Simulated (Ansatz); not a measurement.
# BH5OSn: the cost of one run

Method: RHF/def2-SVP, in Ansatz 0.2.0.

### 1 The system as given

Bond lengths: B1–Sn2 2.187 Å, Sn2–O3 1.982 Å, B1–H4 1.162 Å, B1–H5 1.162 Å, Sn2–H6 1.697 Å, Sn2–H7 1.695 Å, O3–H8 0.955 Å. Angles: B1–Sn2–O3 99.8°, B1–Sn2–H6 121.2°, B1–Sn2–H7 121.7°, O3–Sn2–H6 104.6°, O3–Sn2–H7 104.6°, H6–Sn2–H7 102.4°, Sn2–B1–H4 120.6°, Sn2–B1–H5 119.3°, H4–B1–H5 120.0°, Sn2–O3–H8 116.7°.

Coordinates:

```xyz
8

B    -1.1161    0.5963   -1.1137
Sn    0.5061    0.2885    0.3210
O     0.2422   -1.6348    0.7221
H    -0.8859    0.7764   -2.2384
H    -2.2173    0.5431   -0.7471
H     0.4937    1.0479    1.8388
H     2.1345    0.4102   -0.1347
H     0.8428   -2.0276    1.3520
```

### 2 Relaxing end A

input.yaml

```yaml
crystal:
  periodic: [false, false, false]
  atoms:
    - { symbol: B, position_ang: [-1.11615, 0.59628, -1.11367] }
    - { symbol: Sn, position_ang: [0.50612, 0.28853, 0.32098] }
    - { symbol: O, position_ang: [0.24222, -1.63481, 0.72208] }
    - { symbol: H, position_ang: [-0.88591, 0.77641, -2.23835] }
    - { symbol: H, position_ang: [-2.21727, 0.5431, -0.74714] }
    - { symbol: H, position_ang: [0.49371, 1.04794, 1.83883] }
    - { symbol: H, position_ang: [2.13449, 0.41017, -0.1347] }
    - { symbol: H, position_ang: [0.84279, -2.02762, 1.35196] }
basis:
  gaussian: { orbitals: def2-SVP }
hamiltonian:
  xc: hf
relax:
  f_tol: 0.015
  max_steps: 40
output:
  orbitals: {}
```

On the command line:

```sh
$ ansatz run input.yaml --threads 1 --pin off --max-ram 2048MiB --backend cpu --events-out ev --progress --plain --runs-dir out
```

**Question.** How long does this run take on 1 thread of Arm Neoverse V1, shared host, and how much memory does it need?

About 49 s, with a peak of 0.15 GiB.
